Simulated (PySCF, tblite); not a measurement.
# C₅H₁₃BOSi: geometry, infrared bands and NMR shifts

Aim: predict the infrared bands and NMR shifts of C₅H₁₃BOSi (`B[SiH2]OC/C=C/CC`).

Computed with tblite 0.8.0 and PySCF 2.14.0, with density-fitted response routines of our own, on a single molecule in the gas phase. Atoms are numbered from 0 throughout.

## (1) The molecule as given

21 atoms, charge 0, multiplicity 1; geometry from: force field or distance geometry start.

Bonds of the start (Å): B0–Si1 1.92, Si1–O2 1.74, O2–C3 1.39, C3–C4 1.49, C4–C5 1.33, C5–C6 1.51, C6–C7 1.53, B0–H8 1.18, B0–H9 1.19, Si1–H10 1.48, Si1–H11 1.47, C3–H12 1.11, C3–H13 1.12, C4–H14 1.09, C5–H15 1.10, C6–H16 1.10, C6–H17 1.11, C7–H18 1.11, C7–H19 1.11, C7–H20 1.10.

## (2) Optimising the geometry with GFN2-xTB

What the job is given:

```
{"job": {"kind": "relax", "xc": "GFN2-xTB", "basis": "xTB"}, "charge": 0, "multiplicity": 1}
B     -4.492500     0.659000     0.375000
Si    -3.127100    -0.696500     0.385600
O     -1.613200    -0.004700    -0.108000
C     -0.629200    -0.990300    -0.100500
C      0.677700    -0.398100    -0.505800
C      1.266600     0.559700     0.213800
C      2.578800     1.178700    -0.206400
C      3.739900     0.197300    -0.033000
H     -4.230600     1.762100     0.050400
H     -5.610000     0.386700     0.695300
H     -2.993900    -1.233400     1.759500
H     -3.508100    -1.788200    -0.521100
H     -0.880500    -1.813700    -0.798200
H     -0.497100    -1.426000     0.927400
H      1.148100    -0.747700    -1.421400
H      0.787000     0.929000     1.131100
H      2.517200     1.514800    -1.257200
H      2.774100     2.062000     0.430000
H      3.592600    -0.686400    -0.691300
H      3.807600    -0.144700     1.024800
H      4.683500     0.697500    -0.309000
```

Launch:

```console
> OMP_NUM_THREADS=1 python probes_run.py task.json out
```

The driver reads the jobs from task.json and runs them one after another.

**Question.** This job is followed by: GFN2-xTB harmonic vibrations, gas phase; GIAO PBE0/pcSseg-1 NMR shielding, non-relativistic, gas phase. What will the session give for the following? strongest single infrared mode (GFN2-xTB); zero-point energy (GFN2-xTB); 13C shifts against TMS (PBE0/pcSseg-1); 1H shifts against TMS (PBE0/pcSseg-1, means over atoms taken as alike); 11B shifts against BF3·OEt2 (PBE0/pcSseg-1); 29Si shifts against TMS (PBE0/pcSseg-1); 17O shifts against H2O (PBE0/pcSseg-1); surface potential, 1st and 99th percentile.

As calculated:

| quantity | value |
| --- | --- |
| strongest single infrared mode (GFN2-xTB) | 2062 cm⁻¹, 442 km/mol |
| zero-point energy (GFN2-xTB) | 103.7 kcal/mol |
| 13C shifts against TMS (PBE0/pcSseg-1) | 144.9, 136.5, 71.3, 31.7, 16.9 ppm |
| 1H shifts against TMS (PBE0/pcSseg-1, means over atoms taken as alike) | 10.68, 6.15, 5.86, 5.50, 4.18, 2.23, 1.07 ppm |
| 11B shifts against BF3·OEt2 (PBE0/pcSseg-1) | 120.8 ppm |
| 29Si shifts against TMS (PBE0/pcSseg-1) | -30.5 ppm |
| 17O shifts against H2O (PBE0/pcSseg-1) | 18.7 ppm |
| surface potential, 1st and 99th percentile | -1.38 V and 1.72 V |

The optimisation took 134 steps and gained 0.527 eV; among the close pairs (by a distance rule), Si1–O2 changed most, from 1.736 to 1.630 Å. All 57 modes are real, so the xTB geometry is a minimum. The strongest single mode, at 2062 cm⁻¹, moves mainly H10 and H11. GFN2-xTB is a fitted tight-binding method: band positions and strengths are rough. Its intensities can rank the bands wrongly. At PBE0/pcSseg-1: Shielding is most anisotropic at B0 (span 289 ppm, paramagnetic term -218 ppm). By nearest atom (PBE0/pcSseg-1), the HOMO sits on C4, C5 about 33 % each and the LUMO on B0 57 %; H8, H9 about 13 % each.
